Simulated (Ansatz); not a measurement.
I need a ladder of methods at one geometry of C₃H₆Ge, SMILES C[C]1=[CH][GeH2]1. Use the Python package of Ansatz (0.2.0). Level of theory (for the species named): MP2, def2-SVP basis, multiplicity 1. The script varies method: mp2, ccsd, ccsd_t.

```xyz
10

C    -0.8625    0.8158   -0.9139
C    -0.1518   -0.1114   -0.0930
C    -0.0277   -1.4870    0.3348
Ge    1.3012   -0.3465    1.0612
H    -0.4716    1.8665   -0.8273
H    -1.9709    0.8919   -0.5994
H    -0.8304    0.5569   -1.9867
H    -0.3196   -2.4916    0.2870
H     0.8677    0.3778    2.4317
H     2.5486   -0.1235    0.3087
```

Script `run_methods.py`:
```python
'''C3H6Ge at several levels of theory.'''

import argparse

import ansatz as az
from ase import Atoms

parser = argparse.ArgumentParser(description='C3H6Ge at several levels of theory.')
parser.add_argument('--basis-set', required=True, help='basis')
args = parser.parse_args()

atoms = Atoms(['C', 'C', 'C', 'Ge', 'H', 'H', 'H', 'H', 'H', 'H'], positions=[
    (-0.8625, 0.8158, -0.9139),
    (-0.1518, -0.1114, -0.093),
    (-0.0277, -1.487, 0.3348),
    (1.3012, -0.3465, 1.0612),
    (-0.4716, 1.8665, -0.8273),
    (-1.9709, 0.8919, -0.5994),
    (-0.8304, 0.5569, -1.9867),
    (-0.3196, -2.4916, 0.287),
    (0.8677, 0.3778, 2.4317),
    (2.5486, -0.1235, 0.3087),
])
c3h6ge = az.Crystal.molecule_from_ase(atoms)

setup = c3h6ge.calculation().basis(gaussian=args.basis_set)

methods = ['mp2', 'ccsd', 'ccsd_t']
reports = [setup.correlation(m).run().report for m in methods]
print(f'Hartree-Fock reference {reports[0]["reference_energy_ev"] / 27.211386246:.6f} Ha')
best = reports[-1]['free_energy_ev'] - reports[-1]['reference_energy_ev']
for method, each in zip(methods, reports):
    gained = each['free_energy_ev'] - each['reference_energy_ev']
    print(f'{method:8s} total {each["free_energy_ev"] / 27.211386246:.6f} Ha  correlation {gained:9.4f} eV  ({100 * gained / best:.1f} % of the last)')
```

Output of `python run_methods.py --basis-set def2-SVP`:
```text
Hartree-Fock reference -2191.972065 Ha
mp2      total -2192.621843 Ha  correlation  -17.6814 eV  (91.8 % of the last)
ccsd     total -2192.652634 Ha  correlation  -18.5192 eV  (96.2 % of the last)
ccsd_t   total -2192.679603 Ha  correlation  -19.2531 eV  (100.0 % of the last)
```

What to keep in mind:
- Total energies depend on the basis set; only differences at equal settings carry meaning.
- The geometry is a force-field or estimated start, not a minimum of this method, and the basis set is short of its limit. A lower total doesn't mark the better method: functionals have no common bound, and MP2 and coupled cluster aren't variational.
- Inner cores stay frozen; a filled d shell under the valence of the heavier atoms is correlated with it.
- Wall time of the script: 26 s on 1 thread of Arm Neoverse V2, with other jobs on the host, peak memory 0.54 GiB.

(A comment or docstring line of the script was reworded after the run, the code is as it ran; lines on the test bed's own set-up are left out of the output.)
